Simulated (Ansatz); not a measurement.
# CH8AsNSi: the cost of one run

Computed with Ansatz 0.2.0 through its Python package. The levels of theory stand in the script.

## 1. Starting point

Bond lengths: C1–As2 1.971 Å, As2–Si3 2.324 Å, Si3–N4 1.789 Å, C1–H5 1.109 Å, C1–H6 1.110 Å, C1–H7 1.109 Å, As2–H8 1.564 Å, Si3–H9 1.470 Å, Si3–H10 1.471 Å, N4–H11 1.044 Å, N4–H12 1.044 Å. Angles (14 of 18 angles, heavy atoms first): C1–As2–Si3 93.2°, As2–Si3–N4 109.5°, C1–As2–H8 92.6°, Si3–As2–H8 92.7°, As2–C1–H5 109.2°, As2–C1–H6 110.2°, As2–C1–H7 109.6°, As2–Si3–H9 109.3°, As2–Si3–H10 109.6°, N4–Si3–H9 109.4°, N4–Si3–H10 109.5°, Si3–N4–H11 106.7°, Si3–N4–H12 106.8°, H5–C1–H6 109.1°.

The script holds or builds the structure itself.

## 2. The code

Input file disp_ch8asnsi.py:

```python
# -*- coding: utf-8 -*-
"""Dispersion corrections for CH8AsNSi."""

import ansatz as az

geometry_ang = [
    ("C", (1.7381, 0.5502, 0.3374)),
    ("As", (0.947, -1.2254, 0.6631)),
    ("Si", (-1.0484, -0.6731, -0.3919)),
    ("N", (-1.9899, 0.4333, 0.6517)),
    ("H", (2.8151, 0.5233, 0.6014)),
    ("H", (1.6341, 0.8261, -0.7324)),
    ("H", (1.2268, 1.3064, 0.9678)),
    ("H", (1.5611, -1.817, -0.6478)),
    ("H", (-1.826, -1.8972, -0.6343)),
    ("H", (-0.7629, -0.0147, -1.6754)),
    ("H", (-2.8597, 0.6739, 0.1261)),
    ("H", (-1.4353, 1.3143, 0.7343)),
]
mol = az.Crystal.molecule()
for symbol, xyz in geometry_ang:
    mol = mol.atom(symbol, xyz)

job = mol.calculation().basis(gaussian="def2-SVP")
for name in ["b3lyp", "blyp"]:
    for correction in ("d3bj", "d4"):
        data = job.functional(name, dispersion=correction).run().report
        print(f"{name:8s} {correction:5s} total {data['free_energy_ev']:.5f} eV, of which dispersion {1000 * data['dispersion']['energy']['ev']:.2f} meV")
```

## 3. What the engine is handed

The package turns the script's settings into the engine's input (first run):

```yaml
crystal:
  periodic: [false, false, false]
  atoms:
    - { symbol: C, position_ang: [1.7381, 0.5502, 0.3374] }
    - { symbol: As, position_ang: [0.947, -1.2254, 0.6631] }
    - { symbol: Si, position_ang: [-1.0484, -0.6731, -0.3919] }
    - { symbol: "N", position_ang: [-1.9899, 0.4333, 0.6517] }
    - { symbol: H, position_ang: [2.8151, 0.5233, 0.6014] }
    - { symbol: H, position_ang: [1.6341, 0.8261, -0.7324] }
    - { symbol: H, position_ang: [1.2268, 1.3064, 0.9678] }
    - { symbol: H, position_ang: [1.5611, -1.817, -0.6478] }
    - { symbol: H, position_ang: [-1.826, -1.8972, -0.6343] }
    - { symbol: H, position_ang: [-0.7629, -0.0147, -1.6754] }
    - { symbol: H, position_ang: [-2.8597, 0.6739, 0.1261] }
    - { symbol: H, position_ang: [-1.4353, 1.3143, 0.7343] }
basis:
  gaussian:
    orbitals: def2-SVP
hamiltonian:
  xc: b3lyp
  dispersion: d3bj
```

## 4. Running it

Run with:

```sh
$ python disp_ch8asnsi.py
```

**Question.** How long does this script take on 1 thread of Intel Xeon 6975P-C (Granite Rapids), shared host, and how much memory does it need?

About 10 s, with a peak of 0.33 GiB.
